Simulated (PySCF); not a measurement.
# C₃H₄BNO₂S: runs on many settings

Aim: see how C₃H₄BNO₂S (`OB(O)c1ccsn1`) answers to the choice of functional, basis, grid and SCF options, and what happens with inputs that are wrong on purpose.

Programs: PySCF 2.14.0, with density-fitted response routines of our own. Each step states its level of theory. These are calculated values for one molecule in the gas phase, unless marked as measured. Atoms count from 0, in the outputs and in this text.

### Step 1. The molecule as given

12 atoms, charge 0, multiplicity 1; geometry from: GFN2-xTB.

Bonds of the start (Å): O0–B1 1.36, B1–O2 1.35, B1–C3 1.58, C3–C4 1.42, C4–C5 1.36, C5–S6 1.71, S6–N7 1.63, N7–C3 1.32, O0–H8 0.96, O2–H9 0.96, C4–H10 1.07, C5–H11 1.07.

### Step 2. NMR shieldings: PBE0/pcSseg-1

What the job is given:

```
{"job": {"kind": "nmr", "xc": "PBE0", "basis": "pcSseg-1", "pop": true, "scf": {"level_shift": 0.3}, "grid": 4}, "charge": 0, "multiplicity": 1}
O      2.354500     0.967744     0.005657
B      1.461187    -0.051010    -0.040692
O      1.896007    -1.323464    -0.133900
C     -0.092364     0.220972     0.013876
C     -1.130828    -0.744789    -0.027144
C     -2.349826    -0.143456     0.044761
S     -2.141761     1.553759     0.154805
N     -0.517130     1.465687     0.109339
H      1.954251     1.835207     0.068980
H      2.850551    -1.402378    -0.160279
H     -0.954878    -1.800583    -0.102929
H     -3.328509    -0.578376     0.041501
```

With the program's defaults for keys left out, this is: GIAO PBE0/pcSseg-1 NMR shielding, non-relativistic, gas phase.

Command:

```bash
> OMP_NUM_THREADS=1 python probes_run.py task.json out
```

This one command runs all jobs of the session in turn.

Output:

```text
final grid: 289848 points
cycle   1  E = -744.3216864683  dE =  1.605e+00  |g| = 8.831e-01  |ddm| = 3.337e+00
cycle   2  E = -744.4091042330  dE = -8.742e-02  |g| = 7.266e-01  |ddm| = 9.413e-01
cycle   3  E = -744.4898412189  dE = -8.074e-02  |g| = 1.402e-01  |ddm| = 3.162e-01
cycle   4  E = -744.4938911659  dE = -4.050e-03  |g| = 2.753e-02  |ddm| = 1.286e-01
cycle   5  E = -744.4941021174  dE = -2.110e-04  |g| = 1.012e-02  |ddm| = 4.345e-02
cycle   6  E = -744.4941352471  dE = -3.313e-05  |g| = 3.105e-03  |ddm| = 1.555e-02
cycle   7  E = -744.4941395933  dE = -4.346e-06  |g| = 1.290e-03  |ddm| = 6.964e-03
cycle   8  E = -744.4941405462  dE = -9.529e-07  |g| = 5.543e-04  |ddm| = 3.010e-03
cycle   9  E = -744.4941407750  dE = -2.287e-07  |g| = 2.750e-04  |ddm| = 1.455e-03
cycle  10  E = -744.4941408387  dE = -6.372e-08  |g| = 1.275e-04  |ddm| = 6.937e-04
cycle  11  E = -744.4941408566  dE = -1.792e-08  |g| = 7.024e-05  |ddm| = 3.578e-04
cycle  12  E = -744.4941408620  dE = -5.358e-09  |g| = 3.459e-05  |ddm| = 1.690e-04
cycle  13  E = -744.4941408634  dE = -1.472e-09  |g| = 2.390e-05  |ddm| = 9.204e-05
cycle  14  E = -744.4941408639  dE = -5.043e-10  |g| = 1.159e-05  |ddm| = 4.799e-05
level shift removed, Fock matrix diagonalised once more
converged SCF energy = -744.4941408639

GIAO shielding tensors (ppm)
atom      isotropic    diamagn.    paramagn.     s11        s22        s33       span
  0 O      219.528     387.215    -167.687    101.403    264.469    292.713    191.310
  1 B       77.764     193.912    -116.148     57.734     84.691     90.869     33.135
  2 O      227.586     386.246    -158.660    128.263    270.117    284.379    156.116
  3 C       13.716     255.162    -241.446    -50.068    -30.415    121.631    171.698
  4 C       53.032     252.909    -199.877    -29.850     38.293    150.654    180.504
  5 C       30.208     262.408    -232.200    -70.899     19.973    141.550    212.449
  6 S       86.726    1056.960    -970.233   -101.949    168.613    193.515    295.464
  7 N      -93.420     327.801    -421.221   -357.132   -151.024    227.896    585.028
  8 H       25.730      32.134      -6.403     17.352     24.278     35.561     18.209
  9 H       27.204      28.996      -1.792     20.655     23.740     37.217     16.562
 10 H       23.699      32.213      -8.514     20.265     23.325     27.507      7.242
 11 H       23.176      30.915      -7.739     21.630     21.896     26.003      4.373
```

It took 78 s on 1 thread of Intel Xeon at 2.70GHz, shared host; peak memory 0.73 GiB.

The references, computed at this level on geometries of the same kind, shield at (ppm): ¹H TMS 31.72, ¹³C TMS 186.9, ¹⁵N NH3 267.7, ¹⁷O H2O 336.1, ¹¹B BF3·OEt2 100.1, ³³S CS2 504. Their shielding less the atom's gives the shift. The references are single molecules in the gas phase, so shifts against H2O, NH3, PH3, H3PO4 or CFCl3 are not on the usual liquid scales and can be off by tens of ppm. Atoms listed in one row are averaged.

| atoms | environment | σ (ppm) | δ (ppm) | δ scaled to CDCl3 |
| --- | --- | --- | --- | --- |
| C3 | substituted aromatic carbon next to a ring nitrogen | 13.7 | 173.2 | 167.1 |
| C5 | aromatic CH next to the ring sulfur | 30.2 | 156.7 | 146.6 |
| C4 | aromatic CH | 53.0 | 133.9 | 128.8 |
| H11 | hydrogen on an aromatic CH next to the ring sulfur | 23.18 | 8.54 | 8.16 |
| H10 | hydrogen on an aromatic CH | 23.70 | 8.02 | 7.66 |
| H8, H9 | hydrogen on an oxygen bonded to B | 26.47 | 5.25 | – |
| O0, O2 | oxygen bonded to B, H | 223.6 | 112.5 | – |
| B1 | boron bonded to C, 2 O | 77.8 | 22.3 | – |
| S6 | aromatic ring sulfur | 87 | 417 | – |
| N7 | pyridine-type nitrogen of an azole | -93.4 | 361.1 | – |

The scaled column applies a straight-line fit of computed shieldings to shifts measured in CDCl3, with any fitted terms for Cl, Br or S neighbours (root-mean-square error 0.16 ppm for H, 1.9 ppm for C).

Charges from the same density, by scheme (e):

| atoms | Mulliken | IAO | Hirshfeld | ESP fit |
| --- | --- | --- | --- | --- |
| O0, O2 | -0.40 | -0.55 | -0.26 | -0.67 |
| B1 | 0.59 | 0.50 | 0.24 | 0.51 |
| C3 | -0.04 | -0.05 | -0.03 | 0.38 |
| C4 | -0.08 | -0.19 | -0.07 | -0.36 |
| C5 | -0.27 | -0.32 | -0.08 | -0.20 |
| S6 | 0.41 | 0.52 | 0.17 | 0.20 |
| N7 | -0.53 | -0.46 | -0.19 | -0.49 |

Mayer bond orders: O0–B1 1.26, B1–O2 1.25, B1–C3 0.86, C3–C4 1.25, C4–C5 1.57, C5–S6 1.20, S6–N7 1.20, N7–C3 1.51.

Ring of atoms C3, C4, C5, S6, N7: NICS(0) -12.8, NICS(1) -12.6, NICS(1)zz -31.3 ppm (means of both faces).

### Step 3. NMR shieldings: PBE0/aug-cc-pVDZ

Same as in step 2 but for these lines:

```diff
@@ -1,2 +1,2 @@
-{"job": {"kind": "nmr", "xc": "PBE0", "basis": "pcSseg-1", "pop": true, "scf": {"level_shift": 0.3}, "grid": 4}, "charge": 0, "multiplicity": 1}
+{"job": {"kind": "nmr", "xc": "PBE0", "basis": "aug-cc-pVDZ", "pop": false, "grid": 1}, "charge": 0, "multiplicity": 1}
 O      2.354500     0.967744     0.005657
```

Method: GIAO PBE0/aug-cc-pVDZ NMR shielding, non-relativistic, gas phase.

Output:

```text
final grid: 52408 points
cycle   1  E = -744.4651456583  dE =  1.600e+00  |g| = 8.357e-01  |ddm| = 1.087e+01
cycle   2  E = -744.3049615710  dE =  1.602e-01  |g| = 1.223e+00  |ddm| = 3.174e+00
cycle   3  E = -744.6011015211  dE = -2.961e-01  |g| = 7.762e-02  |ddm| = 1.750e+00
cycle   4  E = -744.6017476782  dE = -6.462e-04  |g| = 6.328e-02  |ddm| = 2.792e-01
cycle   5  E = -744.6028130636  dE = -1.065e-03  |g| = 1.141e-02  |ddm| = 1.399e-01
cycle   6  E = -744.6028428393  dE = -2.978e-05  |g| = 4.221e-03  |ddm| = 3.613e-02
cycle   7  E = -744.6028465400  dE = -3.701e-06  |g| = 1.682e-03  |ddm| = 8.385e-03
cycle   8  E = -744.6028471381  dE = -5.981e-07  |g| = 5.439e-04  |ddm| = 3.419e-03
cycle   9  E = -744.6028472067  dE = -6.862e-08  |g| = 1.796e-04  |ddm| = 1.324e-03
cycle  10  E = -744.6028472156  dE = -8.825e-09  |g| = 3.614e-05  |ddm| = 4.828e-04
cycle  11  E = -744.6028472159  dE = -3.554e-10  |g| = 1.516e-05  |ddm| = 1.144e-04
converged SCF energy = -744.6028472159

GIAO shielding tensors (ppm)
atom      isotropic    diamagn.    paramagn.     s11        s22        s33       span
  0 O      234.060     381.771    -147.710    124.272    273.895    304.013    179.741
  1 B       86.835     204.992    -118.157     69.751     91.148     99.606     29.855
  2 O      242.316     371.470    -129.155    150.471    279.920    296.556    146.085
  3 C       31.925     227.378    -195.453    -29.502    -10.445    135.722    165.224
  4 C       71.934     224.275    -152.341     -6.137     57.723    164.217    170.354
  5 C       47.439     246.090    -198.651    -51.746     38.680    155.383    207.129
  6 S      176.322    1058.097    -881.775     11.050    242.361    275.554    264.503
  7 N      -62.096     314.359    -376.455   -298.495   -120.090    232.298    530.794
  8 H       26.131      33.497      -7.366     18.077     24.500     35.815     17.738
  9 H       27.783      31.186      -3.403     21.408     24.613     37.328     15.920
 10 H       23.834      35.739     -11.905     20.925     22.651     27.924      6.999
 11 H       23.000      38.573     -15.572     20.777     21.927     26.296      5.519
```

Run time: 30 s. Hardware: 1 thread of Intel Xeon at 2.70GHz, shared host; peak memory 0.81 GiB.

This run: δ C3 165.5, C5 150.0, C4 125.5, O0 99.0, H11 8.86, H10 8.03 ppm (means over like atoms).

### Step 4. Excited states and response: PBE/aug-cc-pVDZ

Same as in step 3 but for these lines:

```diff
@@ -1,2 +1,2 @@
-{"job": {"kind": "nmr", "xc": "PBE0", "basis": "aug-cc-pVDZ", "pop": false, "grid": 1}, "charge": 0, "multiplicity": 1}
+{"job": {"kind": "uv", "xc": "PBE", "basis": "aug-cc-pVDZ", "nstates": 6, "ntriplets": 5, "tda": false}, "charge": 0, "multiplicity": 1}
 O      2.354500     0.967744     0.005657
```

Method: TDDFT PBE/aug-cc-pVDZ, vertical, gas phase, core orbitals frozen in the response.

Output:

```text
coarse grid: 11688 points
cycle   1  E = -744.3266402575  dE =  1.441e+00  |g| = 1.021e+00  |ddm| = 1.261e+01
cycle   2  E = -743.5315173358  dE =  7.951e-01  |g| = 2.132e+00  |ddm| = 5.230e+00
cycle   3  E = -744.5234649279  dE = -9.919e-01  |g| = 2.313e-01  |ddm| = 3.525e+00
cycle   4  E = -744.5305959031  dE = -7.131e-03  |g| = 1.915e-01  |ddm| = 8.142e-01
cycle   5  E = -744.5401191498  dE = -9.523e-03  |g| = 4.169e-02  |ddm| = 4.148e-01
cycle   6  E = -744.5404910940  dE = -3.719e-04  |g| = 1.623e-02  |ddm| = 1.519e-01
cycle   7  E = -744.5405528142  dE = -6.172e-05  |g| = 7.166e-03  |ddm| = 4.278e-02
cycle   8  E = -744.5405645511  dE = -1.174e-05  |g| = 3.135e-03  |ddm| = 1.541e-02
cycle   9  E = -744.5405666901  dE = -2.139e-06  |g| = 1.032e-03  |ddm| = 5.642e-03
final grid: 111480 points
cycle  10  E = -744.5588978684  dE = -4.372e-05  |g| = 1.417e-02  |ddm| = 3.072e-01
cycle  11  E = -744.5586692873  dE =  2.286e-04  |g| = 3.179e-02  |ddm| = 1.097e-01
cycle  12  E = -744.5589439226  dE = -2.746e-04  |g| = 4.317e-03  |ddm| = 7.262e-02
cycle  13  E = -744.5589495551  dE = -5.632e-06  |g| = 1.179e-03  |ddm| = 1.020e-02
cycle  14  E = -744.5589498845  dE = -3.294e-07  |g| = 2.247e-04  |ddm| = 3.180e-03
cycle  15  E = -744.5589498937  dE = -9.212e-09  |g| = 1.224e-04  |ddm| = 7.120e-04
cycle  16  E = -744.5589498967  dE = -2.945e-09  |g| = 5.525e-05  |ddm| = 2.428e-04
cycle  17  E = -744.5589498974  dE = -7.849e-10  |g| = 1.266e-05  |ddm| = 1.114e-04
converged SCF energy = -744.5589498974

Static polarisability (au): isotropic 83.406, principal 52.788 86.276 111.155

Singlet excitations
state   eV       nm        f      main configurations
  1   5.0324    246.4   0.00158   H-2->L 0.99
  2   5.2623    235.6   0.10750   H->L 0.75, H-1->L 0.12, H-1->L+2 0.09
  3   5.6191    220.6   0.03161   H-1->L 0.59, H-3->L 0.20, H->L 0.09
  4   5.8086    213.4   0.04514   H-3->L 0.77, H-1->L 0.12
  5   5.9337    208.9   0.00001   H->L+1 0.82, H->L+3 0.16
  6   6.0175    206.0   0.00027   H->L+3 0.84, H->L+1 0.15

Triplet excitations (Tamm-Dancoff, eV): 4.0521 4.1715 4.4336 5.4163 5.5226
```

It took 62 s on 1 thread of Intel Xeon at 2.70GHz, shared host; peak memory 0.67 GiB.

Frontier orbitals and where they lie:

| orbital | eV | atoms |
| --- | --- | --- |
| HOMO−3 | -7.74 | O0 45 %, O2 41 %, B1 8 % |
| HOMO−2 | -6.88 | N7 60 %, C3 13 %, S6 7 % |
| HOMO−1 | -6.85 | C5 32 %, N7 29 %, C4 18 % |
| HOMO | -6.62 | S6 42 %, C3 19 %, C4 18 % |
| LUMO | -2.13 | N7 24 %, S6 23 %, C3 17 % |
| LUMO+1 | -0.75 | S6 51 %, N7 12 %, C5 10 % |
| LUMO+2 | -0.74 | C4 27 %, C5 21 %, B1 14 % |

With each of the 6 states as a Gaussian band of 0.4 eV half-width at 1/e, the curve within the window shown has maxima at 230 nm (ε 5,500) L/(mol cm). Beyond the last state computed it falls off for lack of states. The curve at chosen wavelengths:

nm, ε (L/mol/cm) and a bar:
```
      196        433 ##
      199        781 ####
      203       1442 ########
      206       2046 ###########
      209       2683 ##############
      213       3497 ###################
      216       4042 ######################
      219       4519 #########################
      223       5040 ############################
      226       5322 #############################
      229       5478 ##############################
      233       5435 ##############################
      236       5192 ############################
      239       4782 ##########################
      242       4241 #######################
      246       3408 ###################
      249       2772 ###############
      252       2177 ############
      256       1499 ########
      259       1093 ######
      262        775 ####
      266        470 ##
      269        314 #
      272        206 #
      276        113 
      279         71
```

Ground-state properties from the same run:

| property | computed |
| --- | --- |
| dipole moment (D) | 1.19 |
| polarisability (Å³) | 12.36 |
| HOMO–LUMO gap (eV) | 4.49 |
| −ε(HOMO) (eV) | 6.62 |

### Step 5. Shielding tensors: KT2/cc-pCVDZ

Same as in step 4 but for these lines:

```diff
@@ -1,2 +1,2 @@
-{"job": {"kind": "uv", "xc": "PBE", "basis": "aug-cc-pVDZ", "nstates": 6, "ntriplets": 5, "tda": false}, "charge": 0, "multiplicity": 1}
+{"job": {"kind": "nmr", "xc": "KT2", "basis": "cc-pCVDZ", "pop": false, "gauge": [0, 0, 0], "scf": {"max_cycle": 93}}, "charge": 0, "multiplicity": 1}
 O      2.354500     0.967744     0.005657
```

With the program's defaults for keys left out, this is: KT2/cc-pCVDZ.

Output:

```text
KeyError: 'Element h (Z=1) not found in basis cc-pCVDZ version 0'
```

Run time: 0.03 s. Hardware: 1 thread of Intel Xeon at 2.70GHz, shared host.

Diagnosis: The basis cc-pCVDZ has no functions for an element of the molecule, so the input was refused before any integral. The remedy is to choose a basis that covers all elements.

(Part 1 of 2 ends here.)
